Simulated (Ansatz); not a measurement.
**CH2AlOS+ (SMILES [AlH2][C+]1OS1): single points off equilibrium**

An exercise on one series of results from a longer session: the logs are not shown, and one member is left open.

The runs use Ansatz 0.2.0, Gaussian basis; single points in def2-TZVPP.

Correlated methods freeze the cores.

**Where the work starts**

SMILES `[AlH2][C+]1OS1`, 6 atoms, charge 1, spin multiplicity 1.

Atoms are counted from 1 here; the program's logs count them from 0.

Bond lengths: Al1–C2 2.060 Å, Al1–H5 1.692 Å, Al1–H6 1.720 Å, C2–O3 1.215 Å, C2–S4 1.871 Å, O3–S4 1.921 Å. Angles: C2–Al1–H5 99.2°, C2–Al1–H6 125.9°, H5–Al1–H6 134.9°, Al1–C2–O3 151.3°, Al1–C2–S4 135.0°, O3–C2–S4 73.6°, C2–O3–S4 69.1°, C2–S4–O3 37.3°.

As a file:

```csv
atom,x (Å),y (Å),z (Å)
Al1,-0.3958,1.2285,-0.1046
C2,0.3896,-0.6358,0.2860
O3,1.0951,-1.3798,0.9370
S4,0.3348,-2.2997,-0.5684
H5,-1.3868,0.8334,-1.4182
H6,-0.0963,2.6579,0.8032
```

The first run:

Input file run/in.yaml:

```yaml
crystal:
  periodic: [false, false, false]
  atoms:
    - {symbol: Al, position_ang: [-0.395800, 1.228500, -0.104600]}
    - {symbol: C, position_ang: [0.389600, -0.635800, 0.286000]}
    - {symbol: O, position_ang: [1.095100, -1.379800, 0.937000]}
    - {symbol: S, position_ang: [0.334800, -2.299700, -0.568400]}
    - {symbol: H, position_ang: [-1.386800, 0.833400, -1.418200]}
    - {symbol: H, position_ang: [-0.096300, 2.657900, 0.803200]}
basis:
  gaussian: {orbitals: def2-TZVPP}
total_charge: 1
correlation: {method: ccsd_t}
output: {forces: true}
```

The command line of these runs was not kept.

Among the steps run: CCSD(T)/def2-TZVPP; PBE0-D4/def2-TZVPP; wB97M-V/def2-TZVPP; r2SCAN-D4/def2-TZVPP; PBE-D4/def2-TZVPP; HSE06-D4/def2-TZVPP; LC-wPBE/def2-TZVPP.

One table of the session follows, with a row left open; its other results are not shown here.

```
   method  RMS force component (eV/Å)  angle to CCSD(T) forces (°)
  CCSD(T)                       1.057                    reference
  PBE0-D4                       1.140                         21.8
  wB97M-V                           ?                            ?
r2SCAN-D4                       1.121                          9.3
   PBE-D4                       1.102                         12.3
 HSE06-D4                       1.135                         21.3
  LC-wPBE                       1.266                         31.0
```

Q: Estimate the row for wB97M-V from the others.

As computed: RMS force component (eV/Å): 1.147; angle to CCSD(T) forces (°): 23.9. In the column «RMS force component (eV/Å)» it lies between PBE0-D4 (1.140) and LC-wPBE (1.266).
